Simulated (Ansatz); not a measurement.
**CH5AlOSi (SMILES [CH2]1O[SiH2][AlH]1): CCSD(T)/def2-SVP**

What is the vertical singlet–triplet gap of CH5AlOSi at CCSD(T)/def2-SVP? 

The results are computed with Ansatz 0.2.0.

118 further runs of the same task are left out: 1 that didn't finish, 117 set aside as unsound or not needed.

### Step 1. The molecule

The species is CH5AlOSi (9 atoms), meant as a singlet with charge 0. As SMILES, `[CH2]1O[SiH2][AlH]1`. Geometry: relaxed at PBE0-D4/def2-TZVP.

Bond lengths: C1–O2 1.447 Å, O2–Si3 1.676 Å, C1–Al4 2.001 Å, Si3–Al4 2.424 Å, C1–H5 1.096 Å, C1–H6 1.096 Å, Si3–H7 1.493 Å, Si3–H8 1.493 Å, Al4–H9 1.591 Å. Some angles: C1–O2–Si3 113.4°, O2–C1–Al4 97.8°, O2–Si3–Al4 77.1°, C1–Al4–Si3 71.7°, O2–C1–H5 109.2°, O2–C1–H6 109.2°, Al4–C1–H5 116.8°, Al4–C1–H6 116.7°, O2–Si3–H7 111.1°, O2–Si3–H8 111.0°.

### Step 2. A single-point energy at CCSD(T)/def2-SVP

The input, job.yaml:

```yaml
basis:
  gaussian:
    orbitals: def2-SVP
crystal:
  periodic: [false, false, false]
  atoms:
    - symbol: C
      position_ang: [-0.309900, 1.022500, -0.653500]
    - symbol: O
      position_ang: [0.621100, -0.021300, -1.022900]
    - symbol: Si
      position_ang: [0.767800, -1.223900, 0.135800]
    - symbol: Al
      position_ang: [-0.858800, 0.279300, 1.121100]
    - symbol: H
      position_ang: [-1.090200, 1.097600, -1.420100]
    - symbol: H
      position_ang: [0.213300, 1.986000, -0.643000]
    - symbol: H
      position_ang: [2.177700, -1.338300, 0.615000]
    - symbol: H
      position_ang: [0.422400, -2.560600, -0.433300]
    - symbol: H
      position_ang: [-1.855100, 0.712400, 2.283700]
correlation:
  method: ccsd_t
  frozen_orbitals: {Al: 5, C: 1, H: 0, O: 1, Si: 5}
accuracy: high
scf:
  omitted_lower_state_checks: [cluster_reference, increment]
```

On the command line:

```console
ansatz run job.yaml --threads 1 --pin off --max-ram 3480MiB --events-out events.jsonl --progress --plain --runs-dir runs
```

What it wrote, shortened:

```text
Warning: RAYON_NUM_THREADS=1 ignored (pool sized by the plan → 1); use --threads N
Functional definition: HF
  name "HF"
[...]
1975 factors; integrals over basis functions are off by at most 3.9e-9 eV
[...]
mean field -17584.12736011 eV, -646.2047615346 hartree, gradient 2.1e-8 eV, S^2 0.000000; 0 other end points of the search recorded, 0 dependent functions left out
12 core orbitals not correlated: weight in the atoms' cores, before any rotation towards them, 1.000 or more for the frozen orbitals, at most 0.000 for the correlated occupied ones
reference -17584.12736011 eV, -646.2047615346 hartree; 11, 11 occupied and 66, 66 virtual orbitals, 1975 factors
second order -12.94499552 eV of doubles, -0.00000000 eV of singles
cycle   1  -13.62491376 eV  change   -6.8e-1 eV  update   1.0e-1
[...]
cycle  23  -14.16578999 eV  change   -1.5e-9 eV  update   1.8e-9
perturbative correction -0.41174018 eV, -0.0151311724 hartree
Total energy: -17598.70489028 eV, -646.7404758871 hartree
Checks for a lower state left out: cluster_reference, increment
```

Run time: 16 s. Hardware: 1 thread of Intel Xeon 6975P-C (Granite Rapids), shared host; peak memory 0.49 GiB.

### Step 3. The triplet at the same level

The input, job.yaml:

```yaml
crystal:
  periodic: [false, false, false]
  atoms:
    - {symbol: C, position_ang: [-0.309900, 1.022500, -0.653500]}
    - {symbol: O, position_ang: [0.621100, -0.021300, -1.022900]}
    - {symbol: Si, position_ang: [0.767800, -1.223900, 0.135800]}
    - {symbol: Al, position_ang: [-0.858800, 0.279300, 1.121100]}
    - {symbol: H, position_ang: [-1.090200, 1.097600, -1.420100]}
    - {symbol: H, position_ang: [0.213300, 1.986000, -0.643000]}
    - {symbol: H, position_ang: [2.177700, -1.338300, 0.615000]}
    - {symbol: H, position_ang: [0.422400, -2.560600, -0.433300]}
    - {symbol: H, position_ang: [-1.855100, 0.712400, 2.283700]}
basis:
  gaussian:
    orbitals: def2-SVP
correlation:
  method: ccsd_t
  frozen_orbitals: {Al: 5, C: 1, H: 0, O: 1, Si: 5}
scf:
  omitted_lower_state_checks: [cluster_reference, increment]
accuracy: high
magnetization:
  spin_polarized: true
  initial_magnetization: 2
```

On the command line:

```console
ansatz run job.yaml --threads 1 --pin off --max-ram 3480MiB --events-out events.jsonl --progress --plain --runs-dir runs
```

What it wrote, shortened:

```text
Warning: RAYON_NUM_THREADS=1 ignored (pool sized by the plan → 1); use --threads N
[... 2 set-up lines as earlier in the session ...]
[...]
1976 factors; integrals over basis functions are off by at most 3.8e-9 eV
[...]
mean field -17581.09730343 eV, -646.0934090054 hartree, gradient 2.2e-8 eV, S^2 2.010591; 5 other end points of the search recorded, 0 dependent functions left out
12 core orbitals not correlated: weight in the atoms' cores, before any rotation towards them, 1.000 or more for the frozen orbitals, at most 0.000 for the correlated occupied ones
reference -17581.09730343 eV, -646.0934090054 hartree; 12, 10 occupied and 65, 67 virtual orbitals, 1976 factors
second order -12.68720955 eV of doubles, -0.00000000 eV of singles
cycle   1  -13.33478840 eV  change   -6.5e-1 eV  update   1.1e-1
[...]
cycle  33  -13.92759532 eV  change  -9.2e-10 eV  update   1.9e-9
perturbative correction -0.42746818 eV, -0.0157091658 hartree
Total energy: -17595.45236693 eV, -646.6209478587 hartree
Checks for a lower state left out: cluster_reference, increment
```

Run time: 53 s. Hardware: 1 thread of Intel Xeon 6975P-C (Granite Rapids), shared host; peak memory 0.91 GiB.

### Step 4. Outcome

At CCSD(T)/def2-SVP, 12 core orbitals frozen:

```
                                             quantity          value
                                singlet: total energy  -646.74048 Eh
singlet: correlation energy (12 core orbitals frozen)     -535.7 mEh
                              singlet: (T) correction     -15.13 mEh
                               singlet: T1 diagnostic          0.014
                                triplet: total energy  -646.62095 Eh
triplet: correlation energy (12 core orbitals frozen)     -527.5 mEh
                              triplet: (T) correction     -15.71 mEh
           triplet: ⟨S²⟩ of the reference determinant          2.011
                               triplet: T1 diagnostic          0.019
     vertical energy of the triplet above the singlet       3.253 eV
```

In words: At this shape the triplet lies 3.25 eV (75 kcal/mol) above the singlet. The triples (singlet) make up 2.8 % of the correlation energy. The triples (triplet) make up 3.0 % of the correlation energy.
